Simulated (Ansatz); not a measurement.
# La3O: a trial structure relaxed

Aim: relax a trial structure of La3O and see where it ends.

Program: Ansatz 0.2.0. Level of theory: DFT PBE, scalar-relativistic, plane waves, PAW. These are calculated values, not measurements.

## (1) The system as given

The structure is hexagonal, space group P6/mmm (No. 191). The conventional cell has a = 5.765 Å, b = 5.765 Å, c = 3.539 Å, α = 90.00°, β = 90.00°, γ = 120.00°. La (site symmetry mmm) has 6 La at 2.88 to 3.54 Å and 4 O at 3.38 Å as nearest neighbours. O (site symmetry 6/mmm) has 12 La at 3.38 Å as nearest neighbours.

Structure file:

```xyz
4
Lattice="5.7652 0.0000 0.0000 -2.8826 4.9928 0.0000 0.0000 0.0000 3.5395" Properties=species:S:1:pos:R:3 pbc="T T T"
La    2.8826    0.0000    0.0000
La   -1.4413    2.4964    0.0000
La    1.4413    2.4964    0.0000
O     0.0000    0.0000    1.7697
```

A structure generator made this guess: random cell by space group and Wyckoff sites (P6/mmm, No. 191). Lengths come from tabulated atomic sizes and are only a guess.

## (2) A first look at the guess

Contents of input.yaml:

```yaml
crystal:
  lattice:
    - [5.76523848, 0.0, 0.0]
    - [-2.88261924, 4.99284298, 0.0]
    - [0.0, 0.0, 3.53949702]
  atoms:
    - { symbol: La, position: [0.5, 0.0, 0.0] }
    - { symbol: La, position: [0.0, 0.5, 0.0] }
    - { symbol: La, position: [0.5, 0.5, 0.0] }
    - { symbol: O, position: [0.0, 0.0, 0.5] }
basis:
  ecutwfc: 420
kpoints:
  mp_grid: { grid: [3, 3, 6] }
hamiltonian:
  xc: pbe
scf:
  occupations: { method: gaussian, width: 0.1 }
  lower_state_search: "off"
output:
  forces: true
  stress: true
  eigenvalues: true
```

The run is started by

```console
ansatz run input.yaml --threads 1 --pin off --max-ram 2560MiB --backend cpu --events-out ev --progress --plain --runs-dir out
```

Output (excerpt; [...] marks lines left out):

```text
[...]
SCF converged after 7 iterations
Free energy (F): -19314.108872 eV
[...]
E sigma→0 (E₀):  -19314.095587 eV
Entropy (-TS):   -0.026570 eV (-6.643 meV/atom)
Fermi energy:    12.652856 eV
[...]
--- Forces (eV/Å), atoms counted from 1 ---
  atom   1  La    -0.00000000    -0.00000000     0.00000000
  atom   2  La     0.00000000     0.00000000     0.00000000
  atom   3  La     0.00000000     0.00000000     0.00000000
  atom   4  O     -0.00000000    -0.00000000     0.00000000
[...]
--- Stress (GPa, compression-positive) ---
        8.095030       0.000000      -0.000000
       -0.000000       8.095030       0.000000
       -0.000000       0.000000      -6.108624
  P = ⅓ Tr σ = 3.3605 GPa (33.605 kbar)
--- Band table (eV; the first three rows and the last of 12) ---
  k-point 0: bands = ["-21.0138", "-19.6930", "-19.6930", "-7.5351", "-5.5390", "-5.5390", "-4.0254", "-3.9065", "-2.8896", "-2.8896", "-2.2241", "-1.4859", "-1.4859", "9.8413", "10.1588", "10.1970", "10.1970", "10.9676", "11.7295", "11.7295", "12.4978", "12.6079", "13.3039", "13.4716"]
[...]
```

Run time: 1.4 s. Hardware: 1 thread of Intel Xeon 6975P-C (Granite Rapids), shared host; peak memory 0.41 GiB.

The probe gives pressure 3.4 GPa, largest force 0.00 eV/Å, gap on this mesh none (metal). A cheap, loose relaxation comes first.

## (3) A loose first relaxation

Changes to input.yaml since step 2:

```diff
@@ -23 +23,6 @@
   eigenvalues: true
+relax:
+  adjacent_minimum: "off"
+  f_tol: 0.04
+  max_steps: 70
+  cell: { stress_tol: 0.4 }
```

The run is started by

```console
ansatz run input.yaml --threads 1 --pin off --max-ram 2560MiB --backend cpu --events-out ev --progress --plain --runs-dir out
```

Output (excerpt; [...] marks lines left out):

```text
Warning: RAYON_NUM_THREADS=1 ignored (pool sized by the plan → 1); use --threads N
[...]
Pseudopotentials: kind: paw
Pseudopotential: La, paw, valence charge 11, recommended cutoff 420 eV (normal), La.paw.azcp
Pseudopotential: O, paw, valence charge 6, recommended cutoff 420 eV (normal), O.paw.azcp
Functional definition: PBE
[...]
Crystal: 4 atoms, lattice volume = 101.884 Å³
Basis set: ecut = 420 eV, 2003 PW (Γ), exchange–correlation on 80×80×48 points (8 copies of the dense FFT grid, shifted against one another)
Bands: 24, of which v1, the nominal top of the filled ones, is band 20 counted from 1 (19 counted from 0)
Symmetry: 24 space group operations
Space group: P6/mmm (ITA 191), of the structure as read, at distance tolerance 4.7e-5 Å
k-points: 12 of 54
[...]
SCF iter   1: F=—  HF=-19314.207112 eV  |F-HF|=—  |Δ(HF+E_count)|=         —  Δρ=1.32e-2  dr2=3.93e-1  ethr=1.77e-3  ⟨swp⟩=4.4  Hψ=1370  notcnv=0
[...]
--- Stress (GPa, compression-positive) ---
       -0.185482       0.000000      -0.000000
       -0.000000      -0.185482       0.000000
       -0.000000       0.000000       0.256873
  P = ⅓ Tr σ = -0.0380 GPa (-0.380 kbar)
--- Band table (eV; the first three rows and the last of 12) ---
[... band rows left out ...]
[...]
--- Relaxed structure (2 steps of the walk, 2 accepted, 1 SCFs on fresh bases) ---
  F+E_penalty+E_count = -19314.42229892 eV   max|allowed force component| = 3.008e-30 eV/Å   (the final SCF, on the basis selected at the relaxed cell)
  cell:  # Å, volume = 105.8439 Å³
    - [6.023624971145096, 1.2679075215128421e-33, 3.7664159625263994e-19]
    - [-3.011812485572548, 5.216612247881959, -1.8832079812631927e-19]
    - [2.3123446020665584e-19, 4.865101104172817e-34, 3.368367172237036]
  atoms:
    - { symbol: La, position: [0.5, 2.6680221065692723e-34, 0.0] }
    - { symbol: La, position: [1.0731081556771691e-39, 0.5, 0.0] }
    - { symbol: La, position: [0.5, 0.5, 6.018531076210112e-36] }
    - { symbol: O, position: [-4.905102827111241e-34, -1.8322561454752838e-34, 0.5] }
```

Wall time 5.2 s (1 thread of Intel Xeon 6975P-C (Granite Rapids), shared host); peak memory 0.41 GiB.

Relaxation path:

```csv
step,energy from step 1 (eV/cell),largest force component (eV/Å),pressure (GPa),volume (Å³)
1,0.0000,0.0000,3.36,101.88
2,-0.3063,0.0000,-0.13,105.84
3,-0.3134,0.0000,-0.04,105.84
```

Step 1 is the start. Step 3 repeats the geometry before it on a plane-wave basis chosen anew for that cell, so its energy need not be comparable with the rows above.

|  | before | after | change |
| --- | --- | --- | --- |
| a (Å) | 5.765 | 6.024 | +4.5 % |
| b (Å) | 5.765 | 6.024 | +4.5 % |
| c (Å) | 3.539 | 3.368 | -4.8 % |
| volume (Å³/atom) | 25.47 | 26.46 | +3.9 % |
| shortest distance (Å) | 2.883 | 3.012 | +4.5 % |
| space group (0.01 Å) | P6/mmm | P6/mmm | same |

The run keeps the 24 symmetry operations of the start, so it could not have lowered the symmetry.

## (4) Full relaxation

The end of the coarse run is made exact in the group found at a tolerance of 0.06 Å and reduced to its primitive cell.

Contents of input.yaml:

```yaml
crystal:
  lattice:
    - [6.0236249711, 0.0, 0.0]
    - [-3.0118124856, 5.2166122479, 0.0]
    - [0.0, 0.0, 3.3683671722]
  atoms:
    - { symbol: La, position: [0.5, 0.0, 0.0] }
    - { symbol: La, position: [0.0, 0.5, 0.0] }
    - { symbol: La, position: [0.5, 0.5, 0.0] }
    - { symbol: O, position: [0.0, 0.0, 0.5] }
basis:
  ecutwfc: 420
kpoints:
  mp_grid: { grid: [12, 12, 14] }
hamiltonian:
  xc: pbe
scf:
  occupations: { method: gaussian, width: 0.1 }
output:
  forces: true
  stress: true
  eigenvalues: true
relax:
  adjacent_minimum: "off"
  f_tol: 0.01
  max_steps: 80
  cell: { stress_tol: 0.05 }
```

The run is started by

```console
ansatz run input.yaml --threads 1 --pin off --max-ram 2560MiB --backend cpu --events-out ev --progress --plain --runs-dir out
```

Output (excerpt; [...] marks lines left out):

```text
Warning: RAYON_NUM_THREADS=1 ignored (pool sized by the plan → 1); use --threads N
[...]
Pseudopotentials: kind: paw
Pseudopotential: La, paw, valence charge 11, recommended cutoff 420 eV (normal), La.paw.azcp
Pseudopotential: O, paw, valence charge 6, recommended cutoff 420 eV (normal), O.paw.azcp
Functional definition: PBE
[...]
Crystal: 4 atoms, lattice volume = 105.844 Å³
Basis set: ecut = 420 eV, 2081 PW (Γ), exchange–correlation on 90×90×48 points (8 copies of the dense FFT grid, shifted against one another)
Bands: 24, of which v1, the nominal top of the filled ones, is band 20 counted from 1 (19 counted from 0)
Symmetry: 24 space group operations
Space group: P6/mmm (ITA 191), of the structure as read, at distance tolerance 4.7e-5 Å
k-points: 152 of 2016
[...]
SCF iter   1: F=—  HF=-19314.423450 eV  |F-HF|=—  |Δ(HF+E_count)|=         —  Δρ=6.15e-3  dr2=4.14e-2  ethr=1.77e-3  ⟨swp⟩=4.5  Hψ=17553  notcnv=0
[...]
  atom   3  La     0.00000000     0.00000000     0.00000000
  atom   4  O      0.00000000     0.00000000     0.00000000
[...]
--- Stress (GPa, compression-positive) ---
       -0.011589       0.000000       0.000000
        0.000000      -0.011589       0.000000
        0.000000       0.000000       0.034514
  P = ⅓ Tr σ = 0.0038 GPa (0.038 kbar)
--- Band table (eV; the first three rows and the last of 152) ---
[... band rows left out ...]
[...]
--- Relaxed structure (3 steps of the walk, 3 accepted, 1 SCFs on fresh bases) ---
  F+E_penalty+E_count = -19314.42364667 eV   max|allowed force component| = 3.155e-30 eV/Å   (the final SCF, on the basis selected at the relaxed cell)
  cell:  # Å, volume = 106.7065 Å³
    - [6.0677736945521685, 2.907909619018622e-11, 0.0]
    - [-3.0338868473012672, 5.254846163882597, 0.0]
    - [0.0, 0.0, 3.346583592737314]
  atoms:
    - { symbol: La, position: [0.5, 0.0, 0.0] }
    - { symbol: La, position: [5.551115123125783e-17, 0.5, 0.0] }
    - { symbol: La, position: [0.5, 0.5, 0.0] }
    - { symbol: O, position: [-3.970360170602205e-36, 1.9036447034831118e-35, 0.5] }
```

It took 64 s on 1 thread of Intel Xeon 6975P-C (Granite Rapids), shared host; peak memory 0.65 GiB.

Step by step:

```csv
step,E - E(step 1) (eV/cell),largest force component (eV/Å),pressure (GPa),volume (Å³)
1,0.0000,0.0000,0.47,105.84
2,-0.0030,0.0000,-0.24,107.11
3,-0.0054,0.0000,-0.01,106.71
4,-0.0061,0.0000,0.00,106.71
```

Step 1 is the start. Step 4 repeats the geometry before it on a plane-wave basis chosen anew for that cell, so its energy need not be comparable with the rows above.

|  | before | after | change |
| --- | --- | --- | --- |
| a (Å) | 6.024 | 6.068 | +0.7 % |
| b (Å) | 6.024 | 6.068 | +0.7 % |
| c (Å) | 3.368 | 3.347 | -0.6 % |
| volume (Å³/atom) | 26.46 | 26.68 | +0.8 % |
| shortest distance (Å) | 3.012 | 3.034 | +0.7 % |
| space group (0.01 Å) | P6/mmm | P6/mmm | same |

The run keeps the 24 symmetry operations of the start, so it could not have lowered the symmetry.

## (5) Variant: xc_grid 4

Contents of input.yaml:

```yaml
crystal:
  lattice:
    - [6.0677736946, 0.0, 0.0]
    - [-3.0338868473, 5.2548461639, 0.0]
    - [0.0, 0.0, 3.3465835927]
  atoms:
    - { symbol: La, position: [0.5, 0.0, 0.0] }
    - { symbol: La, position: [0.0, 0.5, 0.0] }
    - { symbol: La, position: [0.5, 0.5, 0.0] }
    - { symbol: O, position: [0.0, 0.0, 0.5] }
basis:
  ecutwfc: 420
  xc_grid: 4
kpoints:
  mp_grid: { grid: [12, 12, 14] }
hamiltonian:
  xc: pbe
scf:
  occupations: { method: gaussian, width: 0.1 }
output:
  forces: true
  eigenvalues: true
  stress: true
```

The run is started by

```console
ansatz run input.yaml --threads 1 --pin off --max-ram 2560MiB --backend cpu --events-out ev --progress --plain --runs-dir out
```

Output (excerpt; [...] marks lines left out):

```text
Warning: RAYON_NUM_THREADS=1 ignored (pool sized by the plan → 1); use --threads N
[...]
Pseudopotentials: kind: paw
Pseudopotential: La, paw, valence charge 11, recommended cutoff 420 eV (normal), La.paw.azcp
Pseudopotential: O, paw, valence charge 6, recommended cutoff 420 eV (normal), O.paw.azcp
Functional definition: PBE
[...]
Crystal: 4 atoms, lattice volume = 106.707 Å³
Basis set: ecut = 420 eV, 2105 PW (Γ), exchange–correlation on 180×180×96 points (64 copies of the dense FFT grid, shifted against one another)
Bands: 24, of which v1, the nominal top of the filled ones, is band 20 counted from 1 (19 counted from 0)
Symmetry: 24 space group operations
Space group: P6/mmm (ITA 191), of the structure as read, at distance tolerance 4.7e-5 Å
k-points: 152 of 2016
[...]
SCF iter   1: F=—  HF=-19314.428660 eV  |F-HF|=—  |Δ(HF+E_count)|=         —  Δρ=5.97e-3  dr2=3.78e-2  ethr=1.77e-3  ⟨swp⟩=4.5  Hψ=17455  notcnv=0
[...]
SCF iter   8: F=-19314.423663 eV  HF=-19314.423663 eV  |F-HF|=3.43e-9  |Δ(HF+E_count)|=   1.18e-8  Δρ=2.49e-6  dr2=1.24e-8  ethr=2.56e-10  ⟨swp⟩=7.5  Hψ=16957  notcnv=0
[...]
SCF converged after 8 iterations
Free energy (F): -19314.423663 eV
[...]
E sigma→0 (E₀):  -19314.413761 eV
Entropy (-TS):   -0.019804 eV (-4.951 meV/atom)
Fermi energy:    11.942121 eV
[...]
--- Forces (eV/Å), atoms counted from 1 ---
  atom   1  La     0.00000000     0.00000000     0.00000000
  atom   2  La     0.00000000     0.00000000     0.00000000
  atom   3  La     0.00000000     0.00000000     0.00000000
  atom   4  O     -0.00000000    -0.00000000     0.00000000
[...]
--- Stress (GPa, compression-positive) ---
       -0.011373       0.000000      -0.000000
        0.000000      -0.011373       0.000000
       -0.000000       0.000000       0.034267
  P = ⅓ Tr σ = 0.0038 GPa (0.038 kbar)
--- Band table (eV; the first three rows and the last of 152) ---
[... band rows left out ...]
[...]
```

Wall time 15 s (1 thread of Intel Xeon 6975P-C (Granite Rapids), shared host); peak memory 0.75 GiB.

```
    run     ending  energy change  pressure (GPa)  gap (eV)  force (eV/Å)  cycles  time
 step 4  converged              0             0.0      0.00          0.00       -  64 s
variant  converged   0.0 meV/atom             0.0      0.00          0.00       8  15 s
```

Changing the numerical grids leaves the energy as it was (0.0 meV/atom).

## (6) Summary of results

```
                                                              quantity                                                                       value
                                symmetry at the end (tolerance 0.05 Å)                                                space group P6/mmm (No. 191)
                                                     conventional cell  a = 6.068 Å, b = 6.068 Å, c = 3.347 Å, α = 90.00°, β = 90.00°, γ = 120.00°
                                                                volume                                                               26.68 Å³/atom
energy over the elements (uncorrected; H, N, O, F and Cl as molecules)                                                               +0.21 eV/atom
                                                       gap on the mesh                                                                none (metal)
```

In words: The space group P6/mmm (No. 191) is kept, and the volume per atom grows by 4.7 % from the first guess. With a positive formation energy it can't be a ground state. No finished test with a distortion of lower symmetry is shown, so the end may be a saddle point. Spin-orbit coupling is left out for La. The final runs have no spin polarisation, so no magnetic state was tried and one may lie lower.
